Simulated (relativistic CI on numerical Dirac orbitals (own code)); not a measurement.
# Tb I (Tb): levels and lines

What are the lowest levels and the strongest lines of Tb? One CI run answers it; further runs change one setting each.

Program: relativistic CI on numerical Dirac orbitals (own code) version 3. Level of theory: Dirac-Coulomb-Breit CI, KLI orbitals optimised for each configuration, model QED (radiative potential, 1s self-energy scaled to tabulated hydrogen-like ionisation energies), valence Slater integrals scaled by 0.85, P86 correlation energy added to each configuration. These are calculated values, not measurements, unless marked.

### Step 1. Starting point

```
ion                       : Tb (Tb I)
nuclear charge            : 65
electrons                 : 65
isotope                   : A = 159
first configuration typed : [Xe] 4f9 6s2
```

The outer shells:

first configuration typed
```
[Xe] core
4f [↑↓][↑↓][↑ ][↑ ][↑ ][↑ ][↑ ]
6s [↑↓]
```

### Step 2. CI with the chosen configurations

Settings of the run:

```ini
atom Tb  Z=65  charge=0  electrons=65
nucleus A=159  rms_radius_fm=5.0600
hamiltonian dirac-coulomb  breit=on  qed=on  c_scale=1
orbitals kli  potential=per-configuration
slater_scale 0.85
correlation p86
mixing on
configurations
  [Xe] 4f9 6s2
  [Xe] 4f8 5d 6s2
  [Xe] 4f9 5d 6s
  [Xe] 4f9 6s 7s
  [Xe] 4f10 5g
  [Xe] 4f8 6s2 8s
  [Xe] 4f9 7s2
  [Xe] 4f11
end
```

Started as:

```sh
python run_levels.py task.json out
```

The settings of every run stand in task.json; they run in order.

### Step 4. No correlation estimate

Changes to the settings of step 2:

```diff
@@ -5,3 +5,3 @@
 slater_scale 0.85
-correlation p86
+correlation none
 mixing on
```

### Step 5. Slater integrals scaled by 0.75

Changes to the settings of step 4:

```diff
@@ -4,4 +4,4 @@
 orbitals kli  potential=per-configuration
-slater_scale 0.85
-correlation none
+slater_scale 0.75
+correlation p86
 mixing on
```

### Step 6. Without the Breit term

Changes to the settings of step 5:

```diff
@@ -2,5 +2,5 @@
 nucleus A=159  rms_radius_fm=5.0600
-hamiltonian dirac-coulomb  breit=on  qed=on  c_scale=1
+hamiltonian dirac-coulomb  breit=off  qed=on  c_scale=1
 orbitals kli  potential=per-configuration
-slater_scale 0.75
+slater_scale 0.85
 correlation p86
```

### Step 7. Non-relativistic limit (c × 1000)

Changes to the settings of step 6:

```diff
@@ -2,3 +2,3 @@
 nucleus A=159  rms_radius_fm=5.0600
-hamiltonian dirac-coulomb  breit=off  qed=on  c_scale=1
+hamiltonian dirac-coulomb  breit=off  qed=off  c_scale=1000
 orbitals kli  potential=per-configuration
```

(Steps that only read results are left out.)

**Question.** What will these runs give? Wanted: lowest level; first excitation; lowest level of the other parity; fastest E1 line; mean error of paired levels.

As calculated:

| run | time | mean size of shift, levels followed (cm⁻¹) | lowest level | mean error to measured (cm⁻¹) |
| --- | --- | --- | --- | --- |
| main run | 23 s | 0 | 4f8 6s2 5d 8G13/2 | 157 |
| no correlation estimate | 23 s | 0.0 | 4f8 6s2 5d 8G13/2 | 157 |
| Slater integrals scaled by 0.75 | 23 s | 107 | 4f8 6s2 5d 8G13/2 | 149 |
| without the Breit term | 22 s | 48.8 | 4f8 6s2 5d 8G13/2 | 316 |
| non-relativistic limit (c × 1000) | 19 s | 1789 | 4f9 6s2 6H°15/2 | - |

| quantity | value |
| --- | --- |
| lowest level | 4f8 6s2 5d 8G13/2 |
| first excitation | 4f8 6s2 5d 8G15/2, 195.0 cm⁻¹ |
| lowest level of the other parity | 4f9 6s2 6H°15/2, 16506.9 cm⁻¹ |
| levels in the model | 9766 |
| fastest E1 line (by rate) to the lowest level among the lowest 400 of 9766 levels | 605.8 nm, from 4f9 6s2 6H°15/2 |
| mean error of paired levels | 157 cm⁻¹ over 3 |

The lowest level is 4f8 6s2 5d 8G13/2, 60 % pure in LS and 24 % in jj coupling; over the low levels the means are 61 and 31 %, so LS coupling describes them better. The largest mover is «non-relativistic limit (c × 1000)» (1789 cm⁻¹ on average). The run «Slater integrals scaled by 0.75» comes nearer the measured levels than the main run (149 against 157 cm⁻¹). The scale of 0.85 was itself chosen against such measured levels. In a near-neutral ion this small CI can misplace whole configurations by 10,000 cm⁻¹ or more, above all where the count of f electrons changes. NIST lists 4f9 6s2 6H°15/2 as the ground level, which this run does not put lowest. Lifetimes count radiative decay inside the model alone.
